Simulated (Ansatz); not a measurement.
# AsH2F+ (doublet): from Hartree-Fock to the top rungs, cc-pVDZ

Aim: climb from Hartree-Fock through coupled cluster for AsH2F+ (doublet) at one geometry and basis, and see what each rung misses.

Program: Ansatz 0.2.0, Gaussian basis. Level of theory: cc-pVDZ, core rule «outside noble gas», up to 15 orbitals frozen. These are calculated values, not measurements.

To be run: UHF; CCSD(T) on ROHF; CCSD(T) on UHF; BCCD(T) on ROHF; CISD; CCSDT(Q) on ROHF; CCSDT(Q) on UHF.

27 further runs of the same task are left out: 10 for a known fault of the program, 8 that didn't finish, 9 set aside as unsound or not needed.

## (1) The geometry

The geometry is a PBE0/def2-TZVP stationary point (not a proven minimum) of the parent state, kept for this charge and spin. No spin-orbit coupling is included. The filled d shell of As may be among the frozen orbitals whatever the setting's name suggests; the logs give the count.

4 atoms, charge 1, spin multiplicity 2.

Atoms are counted from 1 here; the program's logs count them from 0.

Bond lengths: F1–As2 1.753 Å, As2–H3 1.531 Å, As2–H4 1.531 Å. Angles: F1–As2–H3 95.5°, F1–As2–H4 95.5°, H3–As2–H4 90.8°.

As a file:

```xyz
4
AsFH2
F    -0.0517    0.0000    1.4079
As    0.0404    0.0000   -0.3424
H    -1.0150   -1.0902   -0.5439
H    -1.0149    1.0902   -0.5439
```

## (2) UHF

File in.yaml:

```yaml
crystal:
  periodic: [false, false, false]
  atoms:
    - {symbol: F, position_ang: [-0.051694, 0.000000, 1.407864]}
    - {symbol: As, position_ang: [0.040417, 0.000000, -0.342367]}
    - {symbol: H, position_ang: [-1.014957, -1.090185, -0.543926]}
    - {symbol: H, position_ang: [-1.014945, 1.090196, -0.543925]}
basis:
  gaussian: {orbitals: cc-pVDZ}
total_charge: 1
magnetization: {spin_polarized: true, initial_magnetization: 1}
hamiltonian: {xc: hf}
output: {orbitals: {seedname: orbitals}}
```

Started as:

```sh
$ ansatz run in.yaml --threads 1 --pin off --events-out ev --progress --plain --max-ram 2393MiB
```

After this run come: CCSD(T) on ROHF; CCSD(T) on UHF; BCCD(T) on ROHF; CISD; CCSDT(Q) on ROHF; CCSDT(Q) on UHF.

**Question.** What will the summary of the whole plan be? Wanted: UCCSDT(Q) below the RHF energy; RMP2 from UCCSDT(Q); UMP2 from UCCSDT(Q); RCCSD from UCCSDT(Q); RCCSD(T) from UCCSDT(Q); UCCSD(T) from UCCSDT(Q); RCCSDT(Q) from UCCSDT(Q); T1 diagnostic.

As calculated:

```
                         quantity                      value
   UCCSDT(Q) below the RHF energy                 -8.7125 eV
              RMP2 from UCCSDT(Q)               +79.6 kJ/mol
              UMP2 from UCCSDT(Q)               +78.7 kJ/mol
             RCCSD from UCCSDT(Q)               +25.1 kJ/mol
          RCCSD(T) from UCCSDT(Q)                +5.4 kJ/mol
          UCCSD(T) from UCCSDT(Q)                +5.1 kJ/mol
         RCCSDT(Q) from UCCSDT(Q)                +0.9 kJ/mol
levels within 1 kcal/mol (43 meV)  RCCSDT, UCCSDT, RCCSDT(Q)
                    T1 diagnostic                      0.031
```

**Reading.** RCCSD(T) misses by +5.4 kJ/mol, 0.6 % of the correlation energy. These misses are within one basis, not against nature; the frozen cores of restricted and unrestricted runs differ, which can shift their rows.
